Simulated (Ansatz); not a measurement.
**ZrH₂ (septet): wave-function methods side by side, def2-TZVPP**

An exercise on one series of results from a longer session: the logs are not shown, and one member is left open.

Program: Ansatz 0.2.0, Gaussian basis. Level of theory: def2-TZVPP, core rule «outside noble gas», up to 4 orbitals frozen. These are calculated values, not measurements.

To be run: UHF; ROHF; CCSD(T) on UHF.

## The geometry

The geometry is a PBE0/def2-TZVP stationary point (not a proven minimum) of the parent state, kept for this charge and spin. No spin-orbit coupling is included. Elements past krypton take def2 core potentials.

3 atoms, charge 0, spin multiplicity 7.

Atoms are counted from 1 here; the program's logs count them from 0.

Bond lengths: Zr1–H2 1.969 Å, Zr1–H3 1.969 Å. Angles: H2–Zr1–H3 180.0°.

The first run:

Input file in.yaml:

```yaml
crystal:
  periodic: [false, false, false]
  atoms:
    - {symbol: Zr, position_ang: [0.000000, 0.000000, 0.000000]}
    - {symbol: H, position_ang: [0.000000, 0.000000, -1.968800]}
    - {symbol: H, position_ang: [0.000000, 0.000000, 1.968800]}
basis:
  gaussian: {orbitals: def2-TZVPP}
magnetization: {spin_polarized: true, initial_magnetization: 6}
hamiltonian: {xc: hf}
output: {orbitals: {seedname: orbitals}}
```

Run with:

```console
ansatz run in.yaml --threads 1 --pin off --events-out ev --progress --plain --max-ram 4096MiB --backend cpu
```

Among the steps run: UHF; ROHF; CCSD(T) on UHF.

One table of the session follows, with a row left open; its other results are not shown here.

| method | from UCCSD(T) (meV) |
| --- | --- |
| ROHF | +1606.3 |
| UHF | +1485.6 |
| UMP2 | ? |
| UCCSD | +39.9 |
| UCCSD(T) | 0 |

**Question.** Estimate the row for UMP2.

The run gave: from UCCSD(T) (meV): +330.2. In the column «from UCCSD(T) (meV)» it lies between UCCSD (+39.9) and UHF (+1485.6).
